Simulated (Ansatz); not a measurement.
# TaRu: the cost of one run

Program: Ansatz 0.2.0. Level of theory: DFT PBEsol, scalar-relativistic, plane waves, PAW. These are calculated values, not measurements.

24 further runs of the same task are left out: 24 set aside as unsound or not needed.

## (1) Starting point

The structure is cubic, space group Pm-3m (No. 221). Conventional cell: a = 3.140 Å, b = 3.140 Å, c = 3.140 Å, α = 90.00°, β = 90.00°, γ = 90.00°. Ta (site symmetry m-3m) is surrounded by 8 Ru at 2.72 Å. Around Ru (site symmetry m-3m) lie 8 Ta at 2.72 Å.

As a file:

```cif
data_structure
_symmetry_space_group_name_H-M 'P 1'
_symmetry_Int_Tables_number 1
_cell_length_a 3.1398
_cell_length_b 3.1398
_cell_length_c 3.1398
_cell_angle_alpha 90.000
_cell_angle_beta 90.000
_cell_angle_gamma 90.000
_cell_volume 30.95
loop_
_atom_site_label
_atom_site_type_symbol
_atom_site_fract_x
_atom_site_fract_y
_atom_site_fract_z
_atom_site_occupancy
Ta1 Ta 0.50000 0.50000 0.50000 1
Ru1 Ru 0.00000 0.00000 0.00000 1
```

This cell was relaxed beforehand with the same method: volume 15.48 Å³/atom, gap on the mesh none (metal).

## (2) Plan of the line

The energy is mapped over volume and the cell's shape.

- volume per atom: 7 values from 13.00 to 17.95 Å³
- c/a of the conventional cell: 9 values from 0.870 to 1.518

Nothing else is relaxed (symmetry fixes all fractional coordinates). Energies count from the relaxed crystal. Points are written as (first, second).

## (3) Point (15.48 Å³, 0.870)

The input, input.yaml:

```yaml
crystal:
  lattice:
    - [3.288742714, 0.0, 0.0]
    - [0.0, 3.288742714, 0.0]
    - [0.0, 0.0, 2.8618639097]
  atoms:
    - { symbol: Ta, position: [0.5, 0.5, 0.5] }
    - { symbol: Ru, position: [0.0, 0.0, 0.0] }
basis:
  ecutwfc: 420
kpoints:
  mp_grid: { grid: [16, 16, 16] }
hamiltonian:
  xc: pbesol
  pseudopotentials: { kind: paw }
scf:
  occupations: { method: gaussian, width: 0.15 }
output:
  forces: true
  stress: true
  eigenvalues: true
  write_density: true
  write_potential: true
  elf: true
  volumetric_format: npy
```

Command:

```bash
$ ansatz run input.yaml --threads 1 --pin off --max-ram 2048MiB --backend cpu --events-out ev --progress --plain --runs-dir out
```

Q: Estimate wall time and peak memory on 1 thread of Arm Neoverse N1, shared host.

About 25 s, with a peak of 0.45 GiB.
